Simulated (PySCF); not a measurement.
# C4H9Cl3SeSi (SiCl3(SeBu)): the cost of one run

Computed with PySCF 2.14.0 and routines of our own; the level stands in each step. Atoms count from 0.

## (1) The system as given

18 atoms, charge 0, multiplicity 1; geometry from: GFN2-xTB.

## (2) Geometry optimisation at PBE0-D3(BJ)/def2-SVP

The job: settings as JSON, then the geometry in Å.

```
{"job": {"xc": "PBE0", "basis": "def2-SVP", "d3": "d3bj", "grid": 1, "maxiter": 30, "shake": 0.01, "kind": "geom"}, "charge": 0, "multiplicity": 1}
C     -2.232940    -1.085160    -0.571450
C     -1.481940     0.048370     0.112390
C     -0.411440     0.625580    -0.798690
C      0.520570     1.651980    -0.096700
Se     1.489820     0.934710     1.457920
Si     2.732310    -0.663810     0.447390
Cl     1.704550    -2.373050     0.080970
Cl     4.277270    -1.109760     1.688960
Cl     3.455710    -0.003100    -1.308720
H     -1.591520    -1.882780    -0.826590
H     -3.039670    -1.446880     0.088640
H     -2.715360    -0.691910    -1.480140
H     -1.038970    -0.333010     1.011050
H     -2.174780     0.854170     0.421480
H      0.220080    -0.195830    -1.180260
H     -0.858000     1.137970    -1.638430
H      1.233930     2.071980    -0.777360
H     -0.117170     2.472480     0.324770
```

Launch:

```console
$ OMP_NUM_THREADS=1 python heavy_run.py task.json out
```

One launch serves the whole session: the jobs run in the order shown.

Q: Estimate the wall time and peak memory of this first job on 1 thread of AMD EPYC 7B13, shared host.

About 2.4 min, with a peak of 1.3 GiB.
